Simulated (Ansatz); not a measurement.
# GaAsH2+ (doublet): from Hartree-Fock to the top rungs, cc-pVDZ

Aim: climb from Hartree-Fock through coupled cluster for GaAsH2+ (doublet) at one geometry and basis, and see what each rung misses.

The runs use Ansatz 0.2.0, Gaussian basis; cc-pVDZ, core rule «outside noble gas», up to 28 orbitals frozen.

Plan: UHF; CCSD(T) on ROHF; CCSD(T) on UHF; BCCD(T) on ROHF; CISD as a restricted active space (open shells left free, so some higher excitations enter); CCSDT(Q) on ROHF; CCSDT(Q) on UHF; CCSDTQ on ROHF.

15 further runs of the same task are left out: 11 for a known fault of the program, 4 set aside as unsound or not needed. Runs told in other sessions of the task aren't counted.

### Step 1. The geometry

The geometry is a PBE0/def2-TZVP stationary point (not a proven minimum) of the parent state, kept for this charge and spin. No spin-orbit coupling is included. The filled d shell of Ga, As may be among the frozen orbitals whatever the setting's name suggests.

4 atoms, charge 1, spin multiplicity 2.

Atoms are counted from 1 here; the program's logs count them from 0.

Bond lengths: Ga1–As2 2.421 Å, Ga1–H3 1.572 Å, Ga1–H4 1.572 Å. Angles: As2–Ga1–H3 119.9°, As2–Ga1–H4 119.9°, H3–Ga1–H4 120.3°.

### Step 2. UHF

in.yaml

```yaml
crystal:
  periodic: [false, false, false]
  atoms:
    - {symbol: Ga, position_ang: [0.000000, 0.000000, 1.226035]}
    - {symbol: As, position_ang: [0.000000, 0.000000, -1.195022]}
    - {symbol: H, position_ang: [0.000000, 1.363635, 2.009104]}
    - {symbol: H, position_ang: [0.000000, -1.363635, 2.009104]}
basis:
  gaussian: {orbitals: cc-pVDZ}
total_charge: 1
magnetization: {spin_polarized: true, initial_magnetization: 1}
hamiltonian: {xc: hf}
output: {orbitals: {seedname: orbitals}}
```

On the command line:

```
ansatz run in.yaml --threads 1 --pin off --events-out ev --progress --plain --max-ram 4096MiB --backend cpu
```

The runs that follow: CCSD(T) on ROHF; CCSD(T) on UHF; BCCD(T) on ROHF; CISD as a restricted active space (open shells left free, so some higher excitations enter); CCSDT(Q) on ROHF; CCSDT(Q) on UHF; CCSDTQ on ROHF.

Q: Predict the results of all the runs planned. Wanted: RCCSDTQ from the RHF energy; RMP2 from RCCSDTQ; UMP2 from RCCSDTQ; RCCSD from RCCSDTQ; RCCSD(T) from RCCSDTQ; UCCSD(T) from RCCSDTQ; RCCSDT(Q) from RCCSDTQ; UCCSDT(Q) from RCCSDTQ; T1 diagnostic.

The runs gave:

| quantity | value |
| --- | --- |
| RCCSDTQ from the ROHF energy | -4.4858 eV |
| RMP2 from RCCSDTQ | +112.3 kJ/mol |
| UMP2 from RCCSDTQ | +118.6 kJ/mol |
| RCCSD from RCCSDTQ | +14.7 kJ/mol |
| RCCSD(T) from RCCSDTQ | +4.3 kJ/mol |
| UCCSD(T) from RCCSDTQ | +5.5 kJ/mol |
| RCCSDT(Q) from RCCSDTQ | +0.1 kJ/mol |
| UCCSDT(Q) from RCCSDTQ | -3.7 kJ/mol |
| levels within 1 kcal/mol (43 meV) | RCCSDT, UCCSDT, RCCSDT(Q), UCCSDT(Q) |
| T1 diagnostic | 0.031 |

RCCSD(T) lands +4.3 kJ/mol from the yardstick (1.0 % of the correlation energy). These misses are within one basis, not against nature; the frozen cores of restricted and unrestricted runs differ, which can shift their rows.
